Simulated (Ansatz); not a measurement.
**BrH2InN radical: a ladder of functionals and wavefunction methods**

The task here is to estimate one member of a computed series from the others.

The runs use Ansatz 0.2.0, Gaussian basis; functionals in def2-TZVPP, the program's frozen cores in correlated methods.

Levels to be run: LDA (SPW92), PBE-D4, revPBE-D4, BLYP-D4, r2SCAN-D4, B97M-V, PBE0-D4, B3LYP-D4, r2SCANh-D4, r2SCAN0-D4, HSE06-D4, BHLYP-D4, CAM-B3LYP-D4, LC-ωPBE, ωB97X-V, ωB97M-V, B2PLYP, PBE-QIDH; CCSD(T)/def2-SVP; CCSD(T)/def2-TZVPP; MP2/def2-QZVPP; extrapolation to the limit; RPA on PBE.

### The geometry

All runs share one geometry, relaxed beforehand with PBE0-D4 in a triple-zeta def2 set. In takes the def2 core potential; no spin-orbit term is included.

SMILES `[NH2][In][Br]`, 5 atoms, charge 0, spin multiplicity 2.

Atoms are counted from 1 here; the program's logs count them from 0.

Bond lengths: N1–In2 2.070 Å, N1–H4 1.017 Å, N1–H5 1.014 Å, In2–Br3 2.517 Å. Angles: In2–N1–H4 110.8°, In2–N1–H5 113.4°, H4–N1–H5 107.5°, N1–In2–Br3 114.0°.

Set-up of the first run:

Contents of in.yaml:

```yaml
crystal:
  periodic: [false, false, false]
  atoms:
    - {symbol: N, position_ang: [-0.067143, -0.340697, 0.924611]}
    - {symbol: In, position_ang: [-0.171847, -0.597323, -1.126982]}
    - {symbol: Br, position_ang: [-0.537573, 1.537541, -2.408680]}
    - {symbol: H, position_ang: [0.502958, 0.467733, 1.159056]}
    - {symbol: H, position_ang: [0.323507, -1.140856, 1.410594]}
basis:
  gaussian: {orbitals: def2-TZVPP}
magnetization: {spin_polarized: true, initial_magnetization: 1}
hamiltonian: {xc: lda}
output: {orbitals: {seedname: orbitals}}
```

Steps of the session up to this table: LDA; PBE-D4 (GGA); revPBE-D4 (GGA); BLYP-D4 (GGA); r2SCAN-D4 (meta-GGA); B97M-V (meta-GGA); PBE0-D4 (hybrid); B3LYP-D4 (hybrid); r2SCANh-D4 (hybrid); r2SCAN0-D4 (hybrid); HSE06-D4 (hybrid); BHLYP-D4 (hybrid); CAM-B3LYP-D4 (range-separated); LC-ωPBE-D4 (range-separated; the results give it without D4); ωB97X-V (range-separated); ωB97M-V (range-separated); B2PLYP (double hybrid); PBE-QIDH (double hybrid).

One table of the session follows, with a row left open; its other results are not shown here.

It belongs to the step «Orbital energies across the functionals». 

| functional | HOMO (eV) | LUMO (eV) | gap (eV) |
| --- | --- | --- | --- |
| LDA (SPW92) | -5.46 | -4.83 | 0.63 |
| PBE-D4 | -5.31 | -4.48 | 0.83 |
| revPBE-D4 | -5.26 | -4.35 | 0.91 |
| BLYP-D4 | -5.16 | -4.48 | 0.68 |
| r2SCAN-D4 | -5.68 | -4.22 | 1.47 |
| B97M-V | -5.37 | -4.54 | 0.83 |
| PBE0-D4 | -6.36 | -3.66 | 2.70 |
| B3LYP-D4 | -6.15 | -4.03 | 2.12 |
| r2SCANh-D4 | -6.07 | -3.92 | 2.15 |
| r2SCAN0-D4 | ? | ? | ? |
| HSE06-D4 | -5.97 | -4.03 | 1.94 |
| BHLYP-D4 | -7.24 | -2.94 | 4.30 |
| CAM-B3LYP-D4 | -7.56 | -2.86 | 4.70 |
| LC-ωPBE | -8.83 | -1.51 | 7.32 |
| ωB97X-V | -8.40 | -1.86 | 6.54 |
| ωB97M-V | -8.37 | -2.05 | 6.32 |

Estimate the missing values for r2SCAN0-D4.

Worked estimate for «HOMO (eV)». Against the share of exact exchange, r2SCAN-D4 (0, -5.68), r2SCANh-D4 (0.1, -6.07) give a slope of -3.90 per unit share; at 0.25 the line stands at -6.65.

As computed: HOMO (eV): -6.65; LUMO (eV): -3.47; gap (eV): 3.17. In «HOMO (eV)» the line misses by 0.00.
